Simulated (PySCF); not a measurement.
# SnH2F (SMILES [F][SnH2]): a chain of runs

Wanted: a series of 18 runs (UPBE0-D4/def2-TZVP, UMP2/def2-TZVPP, URI-MP2/def2-QZVPP, UPBE-D4/def2-TZVPP, U-r2SCAN-D4/def2-TZVPP, UB3LYP-D4/def2-TZVPP, UPBE0-D4/def2-TZVPP, U-wB97M-V/def2-TZVPP, and more) of FH2Sn. Input form: a Python script.

The calculation is run with PySCF 2.14.0.

1 further run of the same task is left out (for a faulty analytic Hessian).

### Step 1. The system as given

SnH2F has 4 atoms, charge 0, and is taken as a doublet. As SMILES, `[F][SnH2]`. All atoms were displaced at random from a relaxed shape. The run starts from this shape.

Bond lengths: F1–Sn2 1.910 Å, Sn2–H3 1.695 Å, Sn2–H4 1.665 Å. Angles: F1–Sn2–H3 105.6°, F1–Sn2–H4 105.7°, H3–Sn2–H4 111.4°.

### Step 2. A structure relaxation at UPBE0-D4/def2-TZVP (density fitting with def2-universal-jkfit, core potential) (run 1)

The input, geometry.xyz:

```xyz
4
FH2Sn
F     -1.539770    -0.193117     0.673197
Sn     0.019109    -0.219698    -0.430650
H      1.223788    -0.967588     0.498149
H      0.387006     1.377008    -0.728798
```

The input, job.py:

```python
# [F][SnH2]
from pyscf import gto, dft
from pyscf.geomopt.geometric_solver import kernel as optimise

molecule = gto.Mole()
molecule.atom = 'geometry.xyz'
molecule.max_memory = 1860
molecule.spin = 1
molecule.basis = 'def2-tzvp'
molecule.charge = 0
molecule.ecp = {'Sn': 'def2-svp'}
molecule.verbose = 3
molecule.build()

calc0 = dft.UKS(molecule, xc='pbe0')
calc0 = calc0.density_fit(auxbasis='def2-universal-jkfit')
calc0.disp = 'd4'
calc0.max_cycle = 100
calc0.conv_tol = 1e-09
calc0.grids.level = 4
converged, mol_eq = optimise(calc0, maxsteps=100)
print('converged:', converged)
print(mol_eq.tostring())

calc0.reset(mol_eq)
molecule = mol_eq
calc0.kernel()
e_tot = calc0.e_tot
print('E = %.10f Eh' % e_tot)
```

Started as:

```
$ OMP_NUM_THREADS=1 python job.py
```

Output:

```text
maxiter                   100
[... 21 lines left out ...]
> Convergence Criteria:
[... 16 lines left out ...]
WARN: Mole.unit (angstrom) is changed to Bohr
[... 10 lines left out ...]
Step    0 : Gradient = 1.317e-02/1.691e-02 (rms/max) Energy = -315.2788366992
[... 28 lines left out ...]
converged SCF energy = -315.280374086049  <S^2> = 0.75233352  2S+1 = 2.0023322
[... 37 lines left out ...]
converged SCF energy = -315.280387054903  <S^2> = 0.75231069  2S+1 = 2.0023094
[... 29 lines left out ...]
Converged! =D
[... 1 line left out ...]
converged: True
F          -1.51731249       -0.20109246        0.68813479
Sn          0.03889706       -0.24057917       -0.45568908
H           1.23187664       -1.00938121        0.52706536
H           0.36284125        1.43039596       -0.74427857

converged SCF energy = -315.280387189521  <S^2> = 0.75231425  2S+1 = 2.0023129
E = -315.2803871895 Eh
```

Wall time 3.2 min (1 thread of Arm Neoverse V1, shared host); peak memory 0.88 GiB.

Step by step:

```
step  energy from the first frame kept (eV)  largest force (eV/Å)
   0                                 0.0000                0.8698
   1                                -0.0387                0.2131
   2                                -0.0418                0.0624
   3                                -0.0421                0.0157
   4                                -0.0422                0.0069
   5                                -0.0422                0.0043
```

After the run. Bond lengths: F1–Sn2 1.932 Å, Sn2–H3 1.726 Å, Sn2–H4 1.726 Å. Angles: F1–Sn2–H3 103.2°, F1–Sn2–H4 103.3°, H3–Sn2–H4 113.4°.

### Step 3. A single-point energy at UMP2/def2-TZVPP (core potential) (run 3)

The input, job.py:

```python
from pyscf import gto, mp

mol = gto.M(
    atom=[
    ('F', (-1.517312, -0.201092, 0.688135)),
    ('Sn', (0.038897, -0.240579, -0.455689)),
    ('H', (1.231877, -1.009381, 0.527065)),
    ('H', (0.362841, 1.430396, -0.744279)),
],
    verbose=3,
    ecp={'Sn': 'def2-svp'},
    spin=1,
    basis='def2-tzvpp',
    max_memory=1860,
)

calc0 = mol.UHF()
calc0.conv_tol = 1e-10
calc0.kernel()
if not calc0.converged:
    calc0 = calc0.newton().run(calc0.mo_coeff, calc0.mo_occ)

pt = mp.MP2(calc0, frozen=5).run()
energy = pt.e_tot
print(f'total energy: {energy:.8f} hartree')
```

Started as:

```
$ OMP_NUM_THREADS=1 python job.py
```

Output:

```text
converged SCF energy = -313.991502648155  <S^2> = 0.75631521  2S+1 = 2.0063053
E(UMP2) = -314.554306667017  E_corr = -0.562804018861891
E(SCS-UMP2) = -314.522935350181  E_corr = -0.531432702025443
total energy: -314.55430667 hartree
```

Run time: 8.4 s. Hardware: 1 thread of Arm Neoverse V1, shared host; peak memory 0.33 GiB.

### Step 4. A single-point energy at URI-MP2/def2-QZVPP (density fitting with def2-universal-jkfit, core potential) (run 4)

The input, calc.py:

```python
from pyscf import gto, scf, mp

mol = gto.M(
    atom=[
    ('F', (-1.517312, -0.201092, 0.688135)),
    ('Sn', (0.038897, -0.240579, -0.455689)),
    ('H', (1.231877, -1.009381, 0.527065)),
    ('H', (0.362841, 1.430396, -0.744279)),
],
    basis='def2-qzvpp',
    ecp={'Sn': 'def2-svp'},
    spin=1,
    verbose=3,
    max_memory=1860,
)

mf = scf.UHF(mol)
mf = mf.density_fit(auxbasis='def2-universal-jkfit')
mf.conv_tol = 1e-10
mf.kernel()
if not mf.converged:
    mf = mf.newton().run(mf.mo_coeff, mf.mo_occ)

pt = mp.MP2(mf, frozen=5).density_fit().run()
e_tot = pt.e_tot
print('E(%s) = %.9f' % ('RI-MP2', e_tot))
```

Started as:

```
$ OMP_NUM_THREADS=1 python calc.py
```

Output:

```text
converged SCF energy = -313.998993619493  <S^2> = 0.75669108  2S+1 = 2.0066799
E(DFUMP2) = -314.798267385758  E_corr = -0.799273766265325
E(SCS-DFUMP2) = -314.736228681968  E_corr = -0.737235062475404
E(RI-MP2) = -314.798267386
```

Wall time 11 s (1 thread of Arm Neoverse V1, shared host); peak memory 0.29 GiB.

Runs 5 to 18 aren't shown in full; the table further down has their settings and results.

### Step 5. The singlet cation: a single-point energy at wB97M-V/def2-TZVPP (core potential) (run 19)

The input, geometry.xyz:

```xyz
4

F     -1.517312    -0.201092     0.688135
Sn     0.038897    -0.240579    -0.455689
H      1.231877    -1.009381     0.527065
H      0.362841     1.430396    -0.744279
```

The input, run.py:

```python
from pyscf import gto, dft

mol = gto.M(
    atom='geometry.xyz',
    max_memory=1860,
    verbose=3,
    basis='def2-tzvpp',
    ecp={'Sn': 'def2-svp'},
    charge=1,
)

ks = dft.RKS(mol)
ks.xc = 'wb97m-v'
ks.conv_tol = 1e-10
ks.nlcgrids.level = 1
ks.grids.level = 5
ks.kernel()
if not ks.converged:
    ks = ks.newton().run(ks.mo_coeff, ks.mo_occ)

energy = ks.e_tot
print('E = %.10f Eh' % energy)
```

Started as:

```
$ OMP_NUM_THREADS=1 python run.py
```

Output:

```text
converged SCF energy = -314.959637041674
E = -314.9596370417 Eh
```

Run time: 64 s. Hardware: 1 thread of Arm Neoverse V1, shared host; peak memory 0.61 GiB.

### Step 6. All runs side by side

```
run                                                                           level      task  integral approximation  partner   energy (Eh)  dipole moment (D) of the reference  HOMO energy (eV)  LUMO energy (eV)  wall time
  1  UPBE0-D4/def2-TZVP (density fitting with def2-universal-jkfit, core potential)  optimise    def2-universal-jkfit     base   -315.280387                                2.70             -6.72             -3.60    3.2 min
  3                                                UMP2/def2-TZVPP (core potential)    energy                    none     base   -314.554307                                3.08             -9.50             -0.12      8.4 s
  4  URI-MP2/def2-QZVPP (density fitting with def2-universal-jkfit, core potential)    energy    def2-universal-jkfit     base   -314.798267                                3.02             -9.50             -0.17       11 s
  5                                             UPBE-D4/def2-TZVPP (core potential)    energy                    none     base   -315.273189                                2.48             -5.59             -4.47       37 s
  6                                         U-r2SCAN-D4/def2-TZVPP (core potential)    energy                    none     base   -315.413175                                2.61             -5.99             -4.13       93 s
  7                                           UB3LYP-D4/def2-TZVPP (core potential)    energy                    none     base   -315.453294                                2.70             -6.49             -4.03       30 s
  8                                            UPBE0-D4/def2-TZVPP (core potential)    energy                    none     base   -315.280815                                2.71             -6.72             -3.60       31 s
  9                                           U-wB97M-V/def2-TZVPP (core potential)    energy                    none     base   -315.291405                                2.75             -8.75             -1.86    2.6 min
 10                                             UB2PLYP/def2-TZVPP (core potential)    energy                    none     base   -315.107408                                2.91             -7.69             -2.48       58 s
 11                                              USVWN5/def2-TZVPP (core potential)    energy                    none     base   -314.385822                                2.56             -5.65             -4.80       36 s
 12                                             UM06-2X/def2-TZVPP (core potential)    energy                    none     base   -315.269392                                2.92             -7.83             -3.38    2.1 min
 13                                                                      UHF/STO-3G    energy                    none     base  -6062.450644                                2.10             -5.88              4.63     0.85 s
 14                                             CCSD(T)/def2-TZVPP (core potential)    energy                    none   cation   -314.246221                                   –            -19.15             -8.22      100 s
 15                                                 MP2/def2-TZVPP (core potential)    energy                    none   cation   -314.223420                                   –            -19.15             -8.22      3.9 s
 16                                              PBE-D4/def2-TZVPP (core potential)    energy                    none   cation   -314.947256                                   –            -14.55            -12.10       16 s
 17                                            B3LYP-D4/def2-TZVPP (core potential)    energy                    none   cation   -315.118280                                   –            -15.84            -11.68       17 s
 18                                             PBE0-D4/def2-TZVPP (core potential)    energy                    none   cation   -314.947681                                   –            -16.02            -11.33       17 s
 19                                             wB97M-V/def2-TZVPP (core potential)    energy                    none   cation   -314.959637                                   –            -18.23             -9.29       64 s
```

### Step 7. Results

| quantity | value |
| --- | --- |
| singlet cation, run 19: total energy | -314.95964 Eh |
| singlet cation, run 19: HOMO energy | -18.23 eV |
| singlet cation, run 19: LUMO energy | -9.29 eV |
| singlet cation, run 19: HOMO–LUMO gap | 8.94 eV |
| vertical ionisation energy (to the singlet cation), UMP2/def2-TZVPP | 9.004 eV |
| vertical ionisation energy (to the singlet cation), UPBE-D4/def2-TZVPP | 8.869 eV |
| vertical ionisation energy (to the singlet cation), UB3LYP-D4/def2-TZVPP | 9.116 eV |
| vertical ionisation energy (to the singlet cation), UPBE0-D4/def2-TZVPP | 9.065 eV |
| vertical ionisation energy (to the singlet cation), U-wB97M-V/def2-TZVPP | 9.028 eV |

In words: At UMP2/def2-TZVPP: the vertical ionisation energy comes to 9.00 eV (869 kJ/mol). Only the singlet of the ionised species was computed; a triplet could lie lower. At UPBE-D4/def2-TZVPP: the vertical ionisation energy comes to 8.87 eV (205 kcal/mol). At UB3LYP-D4/def2-TZVPP: removing an electron at fixed nuclei costs 9.12 eV (210 kcal/mol). At UPBE0-D4/def2-TZVPP: the vertical ionisation energy comes to 9.07 eV (875 kJ/mol). At U-wB97M-V/def2-TZVPP: removing an electron at fixed nuclei costs 9.03 eV (871 kJ/mol). Over runs 16, 17, 18, 19 the HOMO–LUMO gap runs from 2.45 eV (PBE-D4/def2-TZVPP) to 8.94 eV (wB97M-V/def2-TZVPP). Totals of different functionals can't be ranked against each other. Some runs of one species differ in core potentials or relativity; totals across that change don't compare. In run 13 the basis is minimal, so the values are rough. In run 13 relativity is left out where basis or elements ask for it. All runs together took 17 min, the longest 3.2 min.
